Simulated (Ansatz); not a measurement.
**ZrRe2: a short molecular-dynamics run**

Aim: set ZrRe2 (a randomly packed cell, 12 atoms, not relaxed) in motion for 30 steps of 1 fs at constant energy, with velocities drawn for 900 K, and see how temperature, energy and positions respond.

All numbers below are computed with Ansatz 0.2.0 (DFT PBE, plane waves, PAW, scalar-relativistic, no spin polarisation).

**1. Starting point**

The cell holds 12 atoms (Re8Zr4): a = 5.908 Å, b = 6.488 Å, c = 6.325 Å, α = 96.08°, β = 81.06°, γ = 103.12°.

As a file:

```
Zr Re
1.0
     5.90380   -0.12969    0.17658
    -1.33494    6.34857    0.03837
     0.78456   -0.55711    6.25101
Zr Re
4 8
Direct
  0.34565 0.24378 0.04651
  0.59743 0.04500 0.68425
  0.80038 0.47734 0.83312
  0.32535 0.68917 0.08163
  0.69577 0.05078 0.11417
  0.22167 0.63807 0.56473
  0.05474 0.89094 0.87284
  0.14825 0.24862 0.68397
  0.09336 0.93425 0.38624
  0.98025 0.31789 0.34686
  0.53922 0.33598 0.42102
  0.65736 0.73904 0.35752
```

**2. Molecular dynamics**

Input file input.yaml:

```yaml
crystal:
  lattice:
    - [5.903801, -0.129689, 0.17658]
    - [-1.334936, 6.348568, 0.038373]
    - [0.784557, -0.557112, 6.251006]
  atoms:
    - { symbol: Zr, position: [0.34565, 0.243782, 0.046506] }
    - { symbol: Zr, position: [0.597431, 0.044997, 0.684247] }
    - { symbol: Zr, position: [0.800379, 0.477344, 0.833118] }
    - { symbol: Zr, position: [0.325351, 0.689169, 0.081631] }
    - { symbol: Re, position: [0.695771, 0.050777, 0.114168] }
    - { symbol: Re, position: [0.22167, 0.638075, 0.56473] }
    - { symbol: Re, position: [0.054737, 0.890939, 0.87284] }
    - { symbol: Re, position: [0.148246, 0.248624, 0.683967] }
    - { symbol: Re, position: [0.093364, 0.934252, 0.386244] }
    - { symbol: Re, position: [0.980245, 0.31789, 0.346858] }
    - { symbol: Re, position: [0.539224, 0.335985, 0.421019] }
    - { symbol: Re, position: [0.657359, 0.739036, 0.357524] }
kpoints:
  mp_grid: { grid: [3, 3, 3] }
magnetization:
  spin_polarized: false
scf:
  occupations: { method: fermi_dirac, width: 0.1 }
hamiltonian:
  pseudopotentials: { kind: paw }
  xc: pbe
basis:
  ecutwfc: 420
md:
  timestep: 1.0
  n_steps: 30
  ensemble: nve
  temperature: 900.0
  initial_velocities: maxwell_boltzmann
  seed: 114632
```

Run with:

```
$ ansatz run input.yaml --threads 2 --pin off --max-ram 2560MiB --backend cpu --events-out ev --progress --plain --runs-dir out
```

Output, shortened:

```text
Warning: md: disabling space-group detection — thermal motion breaks the input geometry's symmetry, so no spatial operation reduces the k-mesh or symmetrises the density; time reversal is kept, so that k and −k are solved as one point where they differ and the mesh holds both, and exact [...]
Warning: RAYON_NUM_THREADS=2 ignored (pool sized by the plan → 2); use --threads N
[...]
Pseudopotentials: kind: paw
Pseudopotential: Zr, paw, valence charge 12, recommended cutoff 420 eV (normal), Zr.paw.azcp
Pseudopotential: Re, paw, valence charge 15, recommended cutoff 420 eV (normal), Re.paw.azcp
Functional definition: PBE
[...]
Crystal: 12 atoms, lattice volume = 232.584 Å³
Basis set: ecut = 420 eV, 4549 PW (Γ), exchange–correlation on 80×90×90 points (8 copies of the dense FFT grid, shifted against one another)
Bands: 101, of which v1, the nominal top of the filled ones, is band 84 counted from 1 (83 counted from 0)
Symmetry: 1 space group operations
k-points: 14 of 27 (time reversal used)
[...]
SCF iter   1: F=—  HF=-103673.922768 eV  |F-HF|=—  |Δ(HF+E_count)|=         —  Δρ=7.07e-3  dr2=1.08e-1  ethr=1.77e-3  ⟨swp⟩=4.0  Hψ=4559  notcnv=0
[...]
md step     0: t =     0.00 fs  T =   900.0 K  F+E_penalty+E_count = -103673.91459109 eV  E_kin = 1.279674 eV  conserved = -103672.63491710 eV  (8 SCF iters)
[...]
md step     2: t =     2.00 fs  T =   895.7 K  F+E_penalty+E_count = -103673.90847801 eV  E_kin = 1.273569 eV  conserved = -103672.63490873 eV  (6 SCF iters)
[...]
md step     4: t =     4.00 fs  T =   894.8 K  F+E_penalty+E_count = -103673.90719078 eV  E_kin = 1.272289 eV  conserved = -103672.63490161 eV  (6 SCF iters)
[...]
md step     6: t =     6.00 fs  T =   897.6 K  F+E_penalty+E_count = -103673.91114738 eV  E_kin = 1.276251 eV  conserved = -103672.63489619 eV  (2 SCF iters)
[...]
md step     8: t =     8.00 fs  T =   904.3 K  F+E_penalty+E_count = -103673.92067083 eV  E_kin = 1.285778 eV  conserved = -103672.63489262 eV  (2 SCF iters)
[...]
md step     9: t =     9.00 fs  T =   909.2 K  F+E_penalty+E_count = -103673.92759210 eV  E_kin = 1.292701 eV  conserved = -103672.63489146 eV  (2 SCF iters)
[...]
md step    10: t =    10.00 fs  T =   915.1 K  F+E_penalty+E_count = -103673.93597719 eV  E_kin = 1.301087 eV  conserved = -103672.63489069 eV  (6 SCF iters)
SCF iter   1: F=—  HF=-103673.945835 eV  |F-HF|=—  |Δ(HF+E_count)|=         —  Δρ=4.50e-6  dr2=7.68e-8  ethr=8.59e-11  ⟨swp⟩=2.1  Hψ=3040  notcnv=0
```

**3. The log goes on**

The log, continued, shortened:

```text
[...]
SCF iter   2: F=—  HF=-103673.945835 eV  |F-HF|=—  |Δ(HF+E_count)|=   1.28e-9  Δρ=3.31e-6  dr2=3.42e-8  ethr=4.57e-11  ⟨swp⟩=1.0  Hψ=1638  notcnv=0
[...]
md step    11: t =    11.00 fs  T =   922.0 K  F+E_penalty+E_count = -103673.94583488 eV  E_kin = 1.310944 eV  conserved = -103672.63489045 eV  (3 SCF iters)
[...]
md step    16: t =    16.00 fs  T =   972.0 K  F+E_penalty+E_count = -103674.01697733 eV  E_kin = 1.382080 eV  conserved = -103672.63489750 eV  (2 SCF iters)
[...]
md step    21: t =    21.00 fs  T =  1045.7 K  F+E_penalty+E_count = -103674.12178839 eV  E_kin = 1.486872 eV  conserved = -103672.63491661 eV  (3 SCF iters)
[...]
md step    26: t =    26.00 fs  T =  1137.9 K  F+E_penalty+E_count = -103674.25285769 eV  E_kin = 1.617912 eV  conserved = -103672.63494569 eV  (3 SCF iters)
[...]
SCF converged after 6 iterations
Free energy (F): -103674.369222 eV
[...]
E sigma→0 (E₀):  -103674.164978 eV
Entropy (-TS):   -0.408489 eV (-34.041 meV/atom)
Fermi energy:    17.408240 eV
[...]
--- Forces (eV/Å), atoms counted from 1 ---
  atom   1  Zr    -1.02425135    -0.36268401    -0.31231204
  atom   2  Zr     0.99732730    -2.00962879    -1.10777648
  atom   3  Zr    -0.51688134     0.98784338     0.11192296
  atom   4  Zr    -0.28961494     0.66786226    -0.48985042
  atom   5  Re     1.68750759    -0.44748465     0.68911506
  atom   6  Re     1.18517462     0.82203735    -0.19655879
  atom   7  Re    -0.87373567    -0.27441841    -1.14543340
  atom   8  Re    -0.07079358    -0.13716422    -0.05004911
[...]
--- MD trajectory: 30 steps, t = 0.0 → 30.0 fs ---
  final state: T = 1219.7 K   F+E_penalty+E_count = -103674.36922221 eV   E_kin = 1.734249 eV
  conserved energy: peak-to-peak 8.326e-5 eV (6.939e-6 eV/atom) over 30.0 fs
```

Wall time 9.7 min (2 threads of an Arm CPU, shared host); peak memory 1 GiB.

**4. Frames and traces**

One step in 2; energies are changes from step 0; msd is the mean square displacement from the start, the centre of mass held:

```
time (fs)  T (K)  potential energy change (meV/atom)  total energy change (meV/atom)  msd Zr (Å²)  msd Re (Å²)
      0.0    900                                 0.0                            0.00        0.000        0.000
      2.0    896                                 0.5                            0.00        0.000        0.000
      4.0    895                                 0.6                            0.00        0.000        0.000
      6.0    898                                 0.3                            0.00        0.001        0.000
      8.0    904                                -0.5                            0.00        0.002        0.001
     10.0    915                                -1.8                            0.00        0.003        0.001
     12.0    930                                -3.5                            0.00        0.004        0.001
     14.0    949                                -5.8                            0.00        0.006        0.002
     16.0    972                                -8.5                            0.00        0.007        0.002
     18.0    999                               -11.7                            0.00        0.009        0.003
     20.0   1029                               -15.3                            0.00        0.011        0.004
     22.0   1063                               -19.3                            0.00        0.014        0.005
     24.0   1099                               -23.6                            0.00        0.016        0.006
     26.0   1138                               -28.2                            0.00        0.019        0.007
     28.0   1178                               -33.0                            0.00        0.022        0.008
     30.0   1220                               -37.9                            0.00        0.026        0.009
```

time (fs), T (K) and a bar:
```
      0.0        900 
      1.0        897 
      3.0        895 
      4.0        895 
      5.0        896 
      7.0        900 #
      8.0        904 #
      9.0        909 #
     10.0        915 ##
     12.0        930 ###
     13.0        939 ####
     14.0        949 #####
     16.0        972 #######
     17.0        985 ########
     18.0        999 ##########
     20.0       1029 ############
     21.0       1046 ##############
     22.0       1063 ################
     23.0       1081 #################
     25.0       1118 #####################
     26.0       1138 ######################
     27.0       1158 ########################
     29.0       1199 ############################
     30.0       1220 ##############################
```

Pair distribution over the second half of the run:

```
r (Å)  g Re–Re  g Zr–Re
 0.68     0.00     0.00
 0.84     0.00     0.00
 1.00     0.00     0.00
 1.16     0.00     0.00
 1.32     0.00     0.00
 1.48     0.00     0.00
 1.64     0.00     0.00
 1.80     0.00     0.00
 1.96     0.00     0.00
 2.12     0.00     0.00
 2.28     0.00     0.00
 2.44     0.39     0.00
 2.60     6.47     1.13
 2.76     3.09     4.11
```

**5. Snapshots as a file**

Positions (Å) and forces (eV/Å):

```xyz
12
Lattice="5.904 -0.130 0.177 -1.335 6.349 0.038 0.785 -0.557 6.251" Properties=species:S:1:pos:R:3:forces:R:3 pbc="T T T" time_fs=4.0 T=895 dE=0.0074
Zr    1.762    1.452    0.378   -1.173   -1.288    0.602
Zr    3.985   -0.157    4.381    0.772   -2.010   -1.267
Zr    4.746    2.451    5.374   -0.023    1.643    0.155
Zr    1.060    4.276    0.597   -0.940    0.923   -0.696
Re    4.133    0.167    0.841    1.988   -0.730    1.071
Re    0.888    3.704    3.594    0.737    0.730   -0.222
Re   -0.186    5.165    5.511   -0.984    0.162   -0.485
Re    1.080    1.180    4.320   -0.116   -0.216   -0.098
Re   -0.391    5.708    2.467   -0.939   -0.344    0.817
Re    5.639    1.709    2.339   -0.452    0.909    1.038
Re    3.066    1.836    2.734   -0.304    1.117   -0.466
Re    3.184    4.400    2.368    1.434   -0.896   -0.449
12
Lattice="5.904 -0.130 0.177 -1.335 6.349 0.038 0.785 -0.557 6.251" Properties=species:S:1:pos:R:3:forces:R:3 pbc="T T T" time_fs=8.0 T=904 dE=-0.0061
Zr    1.770    1.425    0.395   -1.226   -1.153    0.479
Zr    3.967   -0.145    4.375    0.847   -2.145   -1.329
Zr    4.751    2.442    5.380   -0.073    1.642    0.166
Zr    1.054    4.265    0.598   -0.882    0.934   -0.691
Re    4.138    0.166    0.844    2.017   -0.752    1.032
Re    0.877    3.702    3.593    0.812    0.770   -0.220
Re   -0.191    5.168    5.521   -0.986    0.100   -0.569
Re    1.081    1.182    4.329   -0.110   -0.229   -0.099
Re   -0.389    5.713    2.467   -0.967   -0.359    0.875
Re    5.643    1.721    2.325   -0.522    0.855    1.131
Re    3.066    1.845    2.727   -0.313    1.091   -0.374
Re    3.194    4.393    2.357    1.404   -0.754   -0.401
12
Lattice="5.904 -0.130 0.177 -1.335 6.349 0.038 0.785 -0.557 6.251" Properties=species:S:1:pos:R:3:forces:R:3 pbc="T T T" time_fs=11.0 T=922 dE=-0.0312
Zr    1.775    1.403    0.409   -1.248   -1.051    0.382
Zr    3.955   -0.139    4.369    0.896   -2.214   -1.353
Zr    4.754    2.437    5.385   -0.120    1.615    0.170
Zr    1.048    4.259    0.598   -0.826    0.931   -0.680
Re    4.143    0.164    0.847    2.024   -0.753    0.995
Re    0.869    3.700    3.593    0.867    0.795   -0.218
Re   -0.195    5.169    5.529   -0.983    0.051   -0.635
Re    1.081    1.183    4.336   -0.105   -0.233   -0.098
Re   -0.388    5.716    2.468   -0.990   -0.373    0.919
Re    5.646    1.730    2.315   -0.576    0.821    1.193
Re    3.067    1.852    2.721   -0.316    1.056   -0.296
Re    3.202    4.386    2.348    1.378   -0.645   -0.380
12
Lattice="5.904 -0.130 0.177 -1.335 6.349 0.038 0.785 -0.557 6.251" Properties=species:S:1:pos:R:3:forces:R:3 pbc="T T T" time_fs=15.0 T=960 dE=-0.0853
Zr    1.780    1.373    0.428   -1.254   -0.915    0.248
Zr    3.939   -0.133    4.360    0.949   -2.261   -1.356
Zr    4.759    2.433    5.392   -0.194    1.547    0.169
Zr    1.039    4.251    0.597   -0.737    0.910   -0.657
Re    4.151    0.161    0.852    2.010   -0.733    0.938
Re    0.859    3.698    3.592    0.940    0.821   -0.217
Re   -0.202    5.172    5.538   -0.974   -0.016   -0.728
Re    1.081    1.185    4.345   -0.098   -0.230   -0.092
Re   -0.388    5.720    2.470   -1.021   -0.396    0.981
Re    5.649    1.743    2.303   -0.647    0.784    1.265
Re    3.067    1.862    2.714   -0.316    0.986   -0.179
Re    3.215    4.378    2.336    1.340   -0.497   -0.371
12
Lattice="5.904 -0.130 0.177 -1.335 6.349 0.038 0.785 -0.557 6.251" Properties=species:S:1:pos:R:3:forces:R:3 pbc="T T T" time_fs=19.0 T=1014 dE=-0.1616
Zr    1.783    1.341    0.447   -1.231   -0.776    0.107
Zr    3.926   -0.131    4.348    0.987   -2.258   -1.327
Zr    4.763    2.432    5.399   -0.276    1.442    0.161
Zr    1.029    4.245    0.595   -0.633    0.870   -0.624
Re    4.161    0.157    0.857    1.968   -0.688    0.874
Re    0.849    3.698    3.591    1.011    0.836   -0.215
Re   -0.209    5.175    5.547   -0.957   -0.085   -0.829
Re    1.082    1.186    4.354   -0.091   -0.218   -0.083
Re   -0.389    5.723    2.472   -1.050   -0.423    1.045
Re    5.652    1.757    2.291   -0.715    0.755    1.323
Re    3.066    1.873    2.707   -0.312    0.887   -0.050
Re    3.228    4.368    2.323    1.298   -0.341   -0.381
12
Lattice="5.904 -0.130 0.177 -1.335 6.349 0.038 0.785 -0.557 6.251" Properties=species:S:1:pos:R:3:forces:R:3 pbc="T T T" time_fs=22.0 T=1063 dE=-0.2316
Zr    1.783    1.316    0.461   -1.195   -0.670   -0.003
Zr    3.917   -0.132    4.337    1.003   -2.224   -1.286
Zr    4.765    2.433    5.405   -0.341    1.341    0.151
Zr    1.021    4.241    0.593   -0.546    0.828   -0.594
Re    4.170    0.155    0.862    1.916   -0.638    0.824
Re    0.843    3.697    3.590    1.062    0.840   -0.213
Re   -0.215    5.176    5.553   -0.940   -0.137   -0.909
Re    1.082    1.187    4.360   -0.086   -0.203   -0.075
Re   -0.390    5.725    2.475   -1.068   -0.448    1.096
Re    5.653    1.767    2.284   -0.762    0.736    1.358
Re    3.066    1.881    2.701   -0.308    0.793    0.052
Re    3.239    4.361    2.314    1.265   -0.219   -0.400
12
Lattice="5.904 -0.130 0.177 -1.335 6.349 0.038 0.785 -0.557 6.251" Properties=species:S:1:pos:R:3:forces:R:3 pbc="T T T" time_fs=26.0 T=1138 dE=-0.3383
Zr    1.782    1.282    0.481   -1.123   -0.522   -0.155
Zr    3.906   -0.137    4.321    1.009   -2.138   -1.208
Zr    4.768    2.435    5.413   -0.429    1.178    0.133
Zr    1.009    4.238    0.590   -0.422    0.756   -0.546
Re    4.182    0.150    0.869    1.818   -0.552    0.755
Re    0.835    3.698    3.589    1.127    0.836   -0.207
Re   -0.223    5.179    5.561   -0.911   -0.205   -1.023
Re    1.082    1.188    4.369   -0.078   -0.175   -0.062
Re   -0.392    5.728    2.479   -1.085   -0.484    1.165
Re    5.655    1.782    2.275   -0.821    0.714    1.395
Re    3.065    1.894    2.694   -0.302    0.642    0.192
Re    3.254    4.352    2.301    1.217   -0.049   -0.440
12
Lattice="5.904 -0.130 0.177 -1.335 6.349 0.038 0.785 -0.557 6.251" Properties=species:S:1:pos:R:3:forces:R:3 pbc="T T T" time_fs=30.0 T=1220 dE=-0.4546
Zr    1.779    1.248    0.500   -1.024   -0.363   -0.312
Zr    3.897   -0.145    4.304    0.997   -2.010   -1.108
Zr    4.771    2.440    5.420   -0.517    0.988    0.112
Zr    0.996    4.236    0.585   -0.290    0.668   -0.490
Re    4.196    0.145    0.876    1.688   -0.447    0.689
Re    0.828    3.699    3.588    1.185    0.822   -0.197
Re   -0.233    5.181    5.568   -0.874   -0.274   -1.145
Re    1.082    1.188    4.377   -0.071   -0.137   -0.050
Re   -0.395    5.731    2.484   -1.089   -0.525    1.237
Re    5.656    1.797    2.266   -0.874    0.691    1.423
Re    3.064    1.906    2.687   -0.297    0.461    0.335
Re    3.270    4.342    2.287    1.166    0.127   -0.494
```

**6. Results**

| quantity | value |
| --- | --- |
| length | 30 steps of 1 fs |
| temperature, first and last step | 900 and 1220 K |
| temperature, second half | mean 1079 K, from 960 to 1220 K |
| potential energy, second half | -21 meV/atom from the start |
| largest change of the total energy | 0.00 meV/atom |
| mean square displacement, second half | Zr 0.015, Re 0.005 Å² |

The temperature starts at 900 K and averages 1079 K in the second half, where it still rises, from 960 to 1220 K; the start was no minimum (force components up to 1.9 eV/Å), and the potential energy that it sheds (21 meV/atom) turns into motion. The total energy strays from its start by at most 0.00 meV/atom, under 0.1 % of the mean kinetic energy, so a step of 1 fs is short enough over this time. Over the second half Zr atoms stand 0.1 Å (root mean square) from where they began, and the farthest move is 0.3 Å. Averages from a run of 30 fs with 12 atoms are rough.
